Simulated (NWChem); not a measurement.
**Volume series of SiC (zincblende structure): conduction valleys**

All runs are NWChem calculations. Level: PBE, default library pseudopotentials (valence charges C 4, Si 4), cutoff 35 Ha, shifted 4×4×4 mesh, two-atom cell, no spin-orbit coupling. Each row gives the lowest empty level at Γ, at L and on the outer part of the line to X, counted from the valence top at Γ within the same run; other points weren't sampled.

| ln(V/V₀) | a (Å) | Γ (eV) | L (eV) | X line (eV) |
|---|---|---|---|---|
| -0.062 | 4.267 | 7.01 | 6.02 | 1.39 |
| -0.041 | 4.297 | 6.76 | 5.82 | 1.40 |
| -0.020 | 4.326 | 6.51 | 5.63 | 1.42 |
| 0.000 | 4.356 | 6.27 | 5.44 | 1.44 |
| 0.020 | 4.385 | ? | ? | ? |
| 0.039 | 4.413 | 5.81 | 5.09 | 1.46 |
| 0.058 | 4.441 | 5.58 | 4.92 | 1.48 |

**Question.** Fit a line in ln V to each valley, give the slopes, and predict the withheld row.

**Answer.** Slopes dE/d(ln V): Γ -11.9 eV, L -9.1 eV, X line 0.8 eV (largest miss of a line 0.00 eV). With this level's bulk modulus of about 210 GPa, dE/dP = −slope/B gives Γ 56 meV/GPa, L 43 meV/GPa, X line -4 meV/GPa. The lowest valley is X line in every row. Predicted against computed: Γ 6.04 against 6.04, L 5.27 against 5.26, X line 1.45 against 1.45 eV.
